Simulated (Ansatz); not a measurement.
# H7InO4Si: the cost of one run

Program: Ansatz 0.2.0, Gaussian basis. Level of theory: one geometry, several basis sets. These are calculated values, not measurements.

The runs, in order: PBE0-D4/def2-SVP; ωB97M-V/def2-SVP; PBE0-D4/def2-QZVPP; ωB97M-V/def2-QZVPP; the functionals' def2-TZVPP values are taken from earlier runs.

1 further run of the same task is left out (for a known fault of the program). Runs told in other sessions of the task aren't counted.

## (1) The geometry

All runs share one geometry, relaxed beforehand with PBE0-D4 in a triple-zeta def2 set. In takes the def2 core potential; no spin-orbit term is included.

13 atoms, charge 0, spin multiplicity 1.

Atoms are counted from 1 here; the program's logs count them from 0.

Bond lengths: O1–In2 1.982 Å, O1–H7 0.960 Å, In2–O3 2.067 Å, In2–O4 1.976 Å, In2–O5 2.176 Å, O3–H8 0.960 Å, O4–H9 0.960 Å, O5–Si6 1.751 Å, O5–H10 0.959 Å, Si6–H11 1.481 Å, Si6–H12 1.488 Å, Si6–H13 1.518 Å. Angles: In2–O1–H7 113.7°, O1–In2–O3 108.4°, O1–In2–O4 128.5°, O1–In2–O5 112.3°, O3–In2–O4 118.3°, O3–In2–O5 68.3°, O4–In2–O5 104.4°, In2–O3–H8 117.5°, In2–O4–H9 113.0°, In2–O5–Si6 110.2°, In2–O5–H10 135.4°, Si6–O5–H10 114.3°, O5–Si6–H11 117.6°, O5–Si6–H12 119.9°, O5–Si6–H13 91.4°, H11–Si6–H12 117.9°, H11–Si6–H13 100.8°, H12–Si6–H13 99.5°.

## (2) PBE0-D4 in def2-SVP

in.yaml

```yaml
crystal:
  periodic: [false, false, false]
  atoms:
    - {symbol: O, position_ang: [-0.506498, 2.246208, 1.469108]}
    - {symbol: In, position_ang: [-1.015890, 0.744815, 0.280433]}
    - {symbol: O, position_ang: [-0.101517, -0.975075, 0.972208]}
    - {symbol: O, position_ang: [-2.630789, 0.558845, -0.842490]}
    - {symbol: O, position_ang: [0.618221, 0.126492, -1.016244]}
    - {symbol: Si, position_ang: [1.398350, -1.299761, -0.366265]}
    - {symbol: H, position_ang: [-1.094149, 3.002302, 1.408149]}
    - {symbol: H, position_ang: [0.226431, -0.970051, 1.874114]}
    - {symbol: H, position_ang: [-3.315796, 1.193964, -0.622507]}
    - {symbol: H, position_ang: [0.959297, 0.408943, -1.866997]}
    - {symbol: H, position_ang: [0.748611, -2.608443, -0.609783]}
    - {symbol: H, position_ang: [2.300691, -1.179385, 0.811399]}
    - {symbol: H, position_ang: [2.433338, -1.283854, -1.476425]}
basis:
  gaussian: {orbitals: def2-SVP}
hamiltonian: {xc: pbe0, dispersion: d4}
output: {orbitals: {seedname: orbitals}}
```

Started as:

```bash
> ansatz run in.yaml --threads 4 --pin off --events-out ev --progress --plain --max-ram 11315MiB
```

Q: Estimate wall time and peak memory on 4 threads of Intel Xeon at 2.70GHz, shared host.

About 3 s, with a peak of 0.38 GiB.
